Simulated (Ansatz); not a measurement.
**C₂H₆AgN: small, medium and large basis sets**

The task here is to estimate one member of a computed series from the others.

The runs use Ansatz 0.2.0, Gaussian basis; one geometry, several basis sets.

The runs, in order: PBE0-D4/def2-SVP; ωB97M-V/def2-SVP; PBE0-D4/def2-QZVPP; ωB97M-V/def2-QZVPP; the functionals' def2-TZVPP values are taken from earlier runs.

## Structure used throughout

All runs share one geometry, relaxed beforehand with PBE0-D4 in a triple-zeta def2 set. Ag takes the def2 core potential; no spin-orbit term is included.

10 atoms, charge 0, spin multiplicity 1.

Atoms are counted from 1 here; the program's logs count them from 0.

Bond lengths: C1–N2 1.441 Å, C1–H5 1.092 Å, C1–H6 1.104 Å, C1–H7 1.104 Å, N2–C3 1.441 Å, N2–Ag4 2.063 Å, C3–H8 1.092 Å, C3–H9 1.104 Å, C3–H10 1.104 Å. Angles: N2–C1–H5 111.0°, N2–C1–H6 115.0°, N2–C1–H7 108.9°, H5–C1–H6 108.1°, H5–C1–H7 107.4°, H6–C1–H7 106.2°, C1–N2–C3 110.0°, C1–N2–Ag4 113.9°, C3–N2–Ag4 113.9°, N2–C3–H8 111.0°, N2–C3–H9 115.0°, N2–C3–H10 108.9°, H8–C3–H9 108.1°, H8–C3–H10 107.4°, H9–C3–H10 106.2°.

Set-up of the first run:

Contents of in.yaml:

```yaml
crystal:
  periodic: [false, false, false]
  atoms:
    - {symbol: C, position_ang: [-0.159838, 1.039463, -0.564947]}
    - {symbol: N, position_ang: [-0.317171, -0.387792, -0.443174]}
    - {symbol: C, position_ang: [0.573793, -0.897732, 0.568153]}
    - {symbol: Ag, position_ang: [-2.274837, -0.997088, -0.217347]}
    - {symbol: H, position_ang: [-0.815237, 1.440157, -1.341734]}
    - {symbol: H, position_ang: [-0.340233, 1.609127, 0.363758]}
    - {symbol: H, position_ang: [0.879584, 1.260616, -0.864237]}
    - {symbol: H, position_ang: [0.480918, -1.982360, 0.660127]}
    - {symbol: H, position_ang: [0.441696, -0.455675, 1.571491]}
    - {symbol: H, position_ang: [1.614527, -0.680015, 0.270910]}
basis:
  gaussian: {orbitals: def2-SVP}
hamiltonian: {xc: pbe0, dispersion: d4}
output: {orbitals: {seedname: orbitals}}
```

Command:

```sh
> ansatz run in.yaml --threads 4 --pin off --events-out ev --progress --plain --max-ram 10444MiB
```

Among the steps run: PBE0-D4 in def2-SVP; ωB97M-V in def2-SVP; PBE0-D4 in def2-QZVPP; ωB97M-V in def2-QZVPP.

One of the session's tables, all rows but one given; the rest of the session is left out.

It belongs to the step «Functionals by basis». 

| functional | basis | HOMO (eV) | LUMO (eV) |
| --- | --- | --- | --- |
| PBE0-D4 | def2-SVP | ? | ? |
| PBE0-D4 | def2-TZVPP | -5.17 | -2.36 |
| PBE0-D4 | def2-QZVPP | -5.20 | -2.37 |
| ωB97M-V | def2-SVP | -7.04 | -0.82 |
| ωB97M-V | def2-TZVPP | -7.17 | -0.86 |
| ωB97M-V | def2-QZVPP | -7.21 | -0.92 |

Estimate the missing values for PBE0-D4, def2-SVP.

As computed: HOMO (eV): -5.06; LUMO (eV): -2.32. In the column «HOMO (eV)» it is the highest.
